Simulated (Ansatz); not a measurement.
Task: the levels without and with spin-orbit coupling of WS2, space group P-6m2, with the Python package of Ansatz (0.2.0). Give the script and its output. Use (first run): LDA, PAW, the default cutoff (420 eV here), 12×12×2 k-points, cold smearing of 0.1 eV.

```cif
data_structure
_symmetry_space_group_name_H-M 'P 1'
_symmetry_Int_Tables_number 1
_cell_length_a 3.1835
_cell_length_b 3.1835
_cell_length_c 16.9506
_cell_angle_alpha 90.000
_cell_angle_beta 90.000
_cell_angle_gamma 120.000
_cell_volume 148.77
loop_
_atom_site_label
_atom_site_type_symbol
_atom_site_fract_x
_atom_site_fract_y
_atom_site_fract_z
_atom_site_occupancy
W1 W 0.33333 0.66667 0.00000 1
S1 S 0.66667 0.33333 0.90800 1
S2 S 0.66667 0.33333 0.09200 1
```

The script, `soc.py`:
```python
'''Levels of WS2 without and with spin-orbit coupling.'''

import ansatz as az

params = {
    'xc': 'LDA',
    'filling': 'cold',
    'sigma': 0.1,
    'k_spacing': 0.2,
}

system = (
    az.Lattice.of((3.18352, 0.0, 0.0), (-1.59176, 2.75701, 0.0), (0.0, 0.0, 16.95058))
    .atom('W', (1 / 3, 2 / 3, 0.0))
    .atom('S', (2 / 3, 1 / 3, 0.908))
    .atom('S', (2 / 3, 1 / 3, 0.092))
)

base = (
    system.calculation()
    .functional(params['xc'])
    .occupations(params['filling'], width=params['sigma'])
    .kpoints(spacing=params['k_spacing'])
    .band_table()
)
for label, variant in (('scalar-relativistic', base), ('spin-orbit', base.spin(soc=True))):
    rep = variant.run().report
    zero = rep['band_edges_ev'][0] if rep.get('band_edges_ev') else rep['fermi_energy_ev']
    near = [round(e - zero, 3) for e in rep['eigenvalues_ev'][0] if abs(e - zero) < 2]
    print(label)
    print('  band edges (eV):', [round(e, 3) for e in rep.get('band_edges_ev') or []] or 'none reported')
    print('  levels at k =', rep['kpoints_frac'][0], 'within 2 eV of the zero:', near)
```

```console
$ python soc.py
DeckWarning: basis.ecutwfc = 420 eV, auto-derived from the records' recommended cutoffs: set by W (normal level)
scalar-relativistic
  band edges (eV): [0.025, 1.793]
  levels at k = [0.0, 0.0, 0.0] within 2 eV of the zero: [-1.63, -1.63, -0.0]
spin-orbit
  band edges (eV): [0.246, 1.761]
  levels at k = [0.0, 0.0, 0.0] within 2 eV of the zero: [-1.96, -1.96, -1.737, -1.737, -0.191, -0.191]
```
(Warnings from the package without file and line, repeats left out.)

Reading the output:
- The cell holds layers, chains or clusters in vacuum, no bulk phase.
- The computed bands are complete only to about 2.1 eV above the Fermi level.
- Points of the mesh across the vacuum add cost only.
- The structure comes from a database of computed cells and needn't be a stable or known phase.
- Levels are Kohn-Sham eigenvalues on this mesh.
- With spin-orbit coupling each level holds one electron and, with inversion or at time-reversal points, comes in pairs; a window in energy can cut a split set.
- Finished in 60 s on 1 thread of Intel(R) Xeon(R) Platinum 8259CL CPU @ 2.50GHz (Skylake/Cascade Lake) (shared host), peak memory 0.81 GiB.
